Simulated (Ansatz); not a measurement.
# CH3GaOS: how energies converge with the basis set

An exercise on one series of results from a longer session: the logs are not shown, and one member is left open.

Method: one geometry, several basis sets; program: Ansatz 0.2.0, Gaussian basis.

The runs, in order: PBE0-D4/def2-SVP; ωB97M-V/def2-SVP; PBE0-D4/def2-QZVPP; ωB97M-V/def2-QZVPP; the functionals' def2-TZVPP values are taken from earlier runs.

### The relaxed structure

The geometry comes from an earlier relaxation with PBE0-D4 in a triple-zeta def2 set; it is a stationary point, not always the lowest conformer.

SMILES `[OH][Ga]1[CH2][S]1`, 7 atoms, charge 0, spin multiplicity 1.

Atoms are counted from 1 here; the program's logs count them from 0.

Bond lengths: O1–Ga2 1.759 Å, O1–H5 0.961 Å, Ga2–C3 1.922 Å, Ga2–S4 2.159 Å, C3–S4 1.910 Å, C3–H6 1.086 Å, C3–H7 1.086 Å. Angles: Ga2–O1–H5 113.3°, O1–Ga2–C3 162.2°, O1–Ga2–S4 142.3°, C3–Ga2–S4 55.5°, Ga2–C3–S4 68.6°, Ga2–C3–H6 120.7°, Ga2–C3–H7 120.7°, S4–C3–H6 112.7°, S4–C3–H7 112.7°, H6–C3–H7 112.8°, Ga2–S4–C3 56.0°.

The first run:

in.yaml reads:

```yaml
crystal:
  periodic: [false, false, false]
  atoms:
    - {symbol: O, position_ang: [-1.927479, 0.829639, -1.124026]}
    - {symbol: Ga, position_ang: [-0.592746, 0.014532, -0.318291]}
    - {symbol: C, position_ang: [1.061533, -0.317186, 0.603145]}
    - {symbol: S, position_ang: [0.106790, -1.939357, 0.276713]}
    - {symbol: H, position_ang: [-1.816780, 1.782534, -1.172669]}
    - {symbol: H, position_ang: [2.008505, -0.275106, 0.073946]}
    - {symbol: H, position_ang: [1.160185, -0.095056, 1.661182]}
basis:
  gaussian: {orbitals: def2-SVP}
hamiltonian: {xc: pbe0, dispersion: d4}
output: {orbitals: {seedname: orbitals}}
```

Run with:

```
$ ansatz run in.yaml --threads 2 --pin off --events-out ev --progress --plain --max-ram 32768MiB --backend cpu
```

Among the steps run: PBE0-D4 in def2-SVP; ωB97M-V in def2-SVP; PBE0-D4 in def2-QZVPP; ωB97M-V in def2-QZVPP.

One of the session's tables, all rows but one given; the rest of the session is left out.

| functional | basis | HOMO (eV) |
| --- | --- | --- |
| PBE0-D4 | def2-SVP | -6.72 |
| PBE0-D4 | def2-TZVPP | -6.79 |
| PBE0-D4 | def2-QZVPP | -6.82 |
| ωB97M-V | def2-SVP | -8.78 |
| ωB97M-V | def2-TZVPP | -8.88 |
| ωB97M-V | def2-QZVPP | ? |

Q: Estimate the row for ωB97M-V, def2-QZVPP from the others.

The run gave: HOMO (eV): -8.92. In the column «HOMO (eV)» it is the lowest.
